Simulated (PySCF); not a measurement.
# KBi (triplet): changing the method

What do other methods print for KBi (triplet)?

Computed with PySCF 2.14.0. Level: method and basis as typed in the scripts.

8 further runs of the same task are left out: 1 for a known fault of the program, 7 that didn't finish.

## 1. The system as given

KBi (triplet): 2 atoms, charge 0, spin multiplicity 3.

No contacts short enough for the rule that draws bonds.

## 2. Base script

The input, input.py:

```python
from pyscf import gto, scf, tdscf

mol = gto.M(
    atom='K 0 0 0; Bi 0 0 3.575',
    basis='lanl2dz',
    ecp={'K': 'lanl2dz', 'Bi': 'lanl2dz'},
    charge=0,
    spin=2,
    symmetry=True,
    verbose=4,
)
mf = scf.UHF(mol)
mf.kernel()
td = tdscf.TDHF(mf)
td.nstates = 5
td.kernel()
td.analyze(verbose=3)
mf.dip_moment()
print('orbital energies (hartree):', [e[max(0, n-3):n+3].round(4) for e, n in zip(mf.mo_energy, mol.nelec)])
```

On the command line:

```
> OMP_NUM_THREADS=1 python input.py
```

The log of this run is left out.

Base result: E(SCF) = -33.161251 Eh, 15 cycles, ⟨S²⟩ = 2.525, μ = 4.53 D, excitations 0.87, 0.87, 0.95, 2.08, 2.08 eV.

⟨S²⟩ = 2.53 against 2.00 for a pure state: the determinant is spin-contaminated. The bond length is a typed value, not an optimised one. The triplet is typed in the script; nothing here shows that it is the ground state.

## 3. Number of roots 15

Variant 1 changes number of roots: 5 → 15.

The input, input.py:

```python
from pyscf import gto, scf, tdscf

mol = gto.M(
    atom='K 0 0 0; Bi 0 0 3.575',
    basis='lanl2dz',
    ecp={'K': 'lanl2dz', 'Bi': 'lanl2dz'},
    charge=0,
    spin=2,
    symmetry=True,
    verbose=4,
)
mf = scf.UHF(mol)
mf.kernel()
td = tdscf.TDHF(mf)
td.nstates = 15
td.kernel()
td.analyze(verbose=3)
mf.dip_moment()
print('orbital energies (hartree):', [e[max(0, n-3):n+3].round(4) for e, n in zip(mf.mo_energy, mol.nelec)])
```

On the command line:

```
> OMP_NUM_THREADS=1 python input.py
```

## 4. TDA

Variant 2 changes step after the SCF: tddft → tda.

input.py, as its differences from that of step 2:

```diff
@@ -13,3 +13,3 @@
 mf.kernel()
-td = tdscf.TDHF(mf)
+td = tdscf.TDA(mf)
 td.nstates = 5
```

## 5. Number of roots 1

Variant 3 changes number of roots: 5 → 1.

input.py, as its differences from that of step 2:

```diff
@@ -14,3 +14,3 @@
 td = tdscf.TDHF(mf)
-td.nstates = 5
+td.nstates = 1
 td.kernel()
```

**Question.** What will these runs give? Wanted: for each run, E(SCF); from base; gap, α spin; SCF dipole; after the SCF.

As calculated:

```csv
run,E(SCF) (hartree),from base (eV),cycles,"gap, α spin (eV)",SCF dipole (D),after the SCF
base,-33.161251,0,15,7.99,4.53,lowest root found 0.87 eV
number of roots 15,-33.161251,0.0000,15,7.99,4.53,lowest root found 0.87 eV
TDA,-33.161251,0.0000,15,7.99,4.53,lowest root found 0.88 eV
number of roots 1,-33.161251,0.0000,15,7.99,4.53,lowest root found 0.95 eV
```

**Reading.** Total energies from different bases, Hamiltonians or methods carry different errors, so properties are taken as differences within one set-up.
